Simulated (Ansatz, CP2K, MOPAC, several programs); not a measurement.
Energy against volume for K2IF, ordered on the rocksalt lattice (R-3m) with 4 atoms a cell, at fixed shape and fractional coordinates, computed by several methods (PBE and r2SCAN, where shown, with plane waves in Ansatz); the cell shown is that of r2SCAN. With free coordinates or axes held, a curve is too stiff, and on another method's shape its minimum isn't the method's own volume. It is trigonal, R-3m (No. 166); a = 4.337 Å, c = 21.918 Å in the conventional setting, 29.76 Å³ an atom. F is surrounded by 6 K at 2.84 Å; I is surrounded by 6 K at 3.41 Å; K is surrounded by 3 F at 2.84 Å and 3 I at 3.41 Å. (Calculated; spin-unpolarised; the phase may be known or hypothetical.) Energies count from each curve's lowest point; fits are third-order Birch-Murnaghan.

```cif
data_structure
_symmetry_space_group_name_H-M 'R-3m:H'
_symmetry_Int_Tables_number 166
_cell_length_a 4.3374
_cell_length_b 4.3374
_cell_length_c 21.9183
_cell_angle_alpha 90.000
_cell_angle_beta 90.000
_cell_angle_gamma 120.000
_cell_volume 357.10
loop_
_atom_site_label
_atom_site_type_symbol
_atom_site_symmetry_multiplicity
_atom_site_Wyckoff_symbol
_atom_site_fract_x
_atom_site_fract_y
_atom_site_fract_z
_atom_site_occupancy
F1 F 3 a 0.00000 0.00000 0.00000 1
I1 I 3 b 0.66667 0.33333 0.83333 1
K1 K 6 c 0.33333 0.66667 0.93917 1
```

PBE, on the shape of its own relaxed cell:
```tsv
V (Å³/atom)	E (meV/atom)
29.473	6.58
30.414	1.52
31.355	0.00
32.295	1.38
33.236	5.26
```
V₀ = 31.35 Å³ an atom and B₀ = 17 GPa.

light PBE (260 eV, its own mesh), on the shape of the cell shown:

| V (Å³/atom) | E (meV/atom) |
| --- | --- |
| 27.378 | 19.39 |
| 28.568 | 9.60 |
| 29.758 | 4.03 |
| 30.949 | 5.81 |
| 32.139 | 0.00 |
| 33.329 | 7.38 |

The points scatter about a smooth fit, as a low cutoff and a light mesh can make them, so no fit is quoted.

PM7 (MOPAC), on the shape of the cell shown, as a cluster of 108 atoms at the zone centre:
```csv
V (Å³/atom),E (meV/atom)
26.187,173.67
27.973,70.68
29.758,16.92
31.544,0.00
33.329,5.06
```
The points scatter about a smooth fit, so no fit is quoted.

PBE/SZV (CP2K), on the shape of the cell shown:
```tsv
V (Å³/atom)	E (meV/atom)
26.187	146.87
27.973	74.70
29.758	30.83
31.544	7.47
33.329	0.00
```
The lowest point is an end point, so the minimum isn't bracketed.

PBE/DZVP (CP2K), on the shape of the cell shown:

| V (Å³/atom) | E (meV/atom) |
| --- | --- |
| 26.187 | 60.65 |
| 27.973 | 22.42 |
| 29.758 | 4.04 |
| 31.544 | 0.00 |
| 33.329 | 7.10 |

V₀ = 31.21 Å³ an atom and B₀ = 18 GPa.
